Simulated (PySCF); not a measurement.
# C4H7NSi: the cost of one run

The runs use PySCF 2.14.0, with density-fitted response routines of our own; the level of theory stands in each step. All values are computed, except where a source is named. Atoms count from 0, in the outputs and in this text.

### 1 The starting structure

13 atoms, charge 0, multiplicity 1; geometry from: GFN2-xTB. The atoms were then displaced at random by about 0.01 Å, so the start is not that level's minimum.

Bonds of the start (Å): N0–C1 1.14, C1–C2 1.43, C2–C3 1.58, C3–Si4 1.89, Si4–C5 1.91, C5–C2 1.56, C2–H6 1.07, C3–H7 1.10, C3–H8 1.12, Si4–H9 1.44, Si4–H10 1.47, C5–H11 1.08, C5–H12 1.08.

### 2 Optimising the geometry at PBE0-D3(BJ)/def2-SVP

The job: settings as JSON, then the geometry in Å.

```
{"job": {"xc": "PBE0", "basis": "def2-SVP", "d3": "d3bj", "grid": 1, "shake": 0.01, "kind": "geom"}, "charge": 0, "multiplicity": 1}
N     -2.536850    -0.422930     1.726710
C     -1.826610    -0.302480     0.849440
C     -0.877160    -0.166500    -0.210160
C     -0.061330     1.187510    -0.151420
Si     1.584550     0.271850    -0.272790
C      0.326870    -1.146160    -0.058760
H     -1.357050    -0.295960    -1.159250
H     -0.362190     1.873510    -0.950580
H     -0.264590     1.706230     0.815860
H      2.223920     0.342740    -1.565540
H      2.519990     0.492990     0.840360
H      0.323970    -1.946230    -0.790310
H      0.312300    -1.611440     0.916110
```

Launch:

```bash
$ OMP_NUM_THREADS=1 python probes_run.py task.json out
```

The driver reads the jobs from task.json and runs them one after another.

**Question.** How long does this first job take on 1 thread of Arm Neoverse N1, shared host, and how much memory does it need?

About 1.8 min, with a peak of 0.49 GiB.
